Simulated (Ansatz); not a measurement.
# CH6BNO2: the cost of one run

Computed with Ansatz 0.2.0, driven from Python. The levels of theory stand in the script.

## Step 1: Starting point

Bond lengths: N1–B2 1.475 Å, B2–O3 1.434 Å, B2–C4 1.631 Å, C4–O5 1.456 Å, N1–H6 1.108 Å, N1–H7 1.055 Å, O3–H8 0.968 Å, C4–H9 1.137 Å, C4–H10 1.041 Å, O5–H11 0.968 Å. Angles: N1–B2–O3 117.4°, N1–B2–C4 124.5°, O3–B2–C4 118.1°, B2–N1–H6 107.4°, B2–N1–H7 107.6°, H6–N1–H7 102.0°, B2–O3–H8 107.9°, B2–C4–O5 106.5°, B2–C4–H9 105.0°, B2–C4–H10 110.9°, O5–C4–H9 108.1°, O5–C4–H10 113.0°, H9–C4–H10 112.8°, C4–O5–H11 104.8°.

No structure file is read: the coordinates are typed or built in the script.

## Step 2: The code

Input file disp_ch6bno2.py:

```python
"""Dispersion corrections for CH6BNO2."""

import ansatz as az


def main() -> None:
    geometry_ang = [
        ("N", (-1.2983, -0.1522, 1.1427)),
        ("B", (0.0815, -0.2275, 0.6266)),
        ("O", (0.9762, -1.1459, 1.2681)),
        ("C", (0.6618, 0.6803, -0.5983)),
        ("O", (-0.1658, 0.3861, -1.7595)),
        ("H", (-1.5054, 0.9093, 1.3838)),
        ("H", (-1.9516, -0.3247, 0.3323)),
        ("H", (0.9429, -1.9822, 0.7808)),
        ("H", (0.4639, 1.756, -0.2859)),
        ("H", (1.6717, 0.4868, -0.7588)),
        ("H", (0.1886, -0.443, -2.1111)),
    ]
    system = az.Crystal.molecule()
    for symbol, xyz in geometry_ang:
        system = system.atom(symbol, xyz)

    base = system.calculation().basis(gaussian="def2-SVP")
    for name in ["pbe", "revpbe"]:
        for correction in ("d3bj", "d4"):
            data = base.functional(name, dispersion=correction).run().report
            print(f"{name:8s} {correction:5s} total {data['free_energy_ev']:.5f} eV, of which dispersion {1000 * data['dispersion']['energy']['ev']:.2f} meV")


if __name__ == "__main__":
    main()
```

## Step 3: Running it

The run is started by

```
python disp_ch6bno2.py
```

Q: Estimate wall time and peak memory on 1 thread of Intel Xeon Platinum 8259CL at 2.50GHz (Skylake/Cascade Lake), shared host.

About 10 s, with a peak of 0.19 GiB.
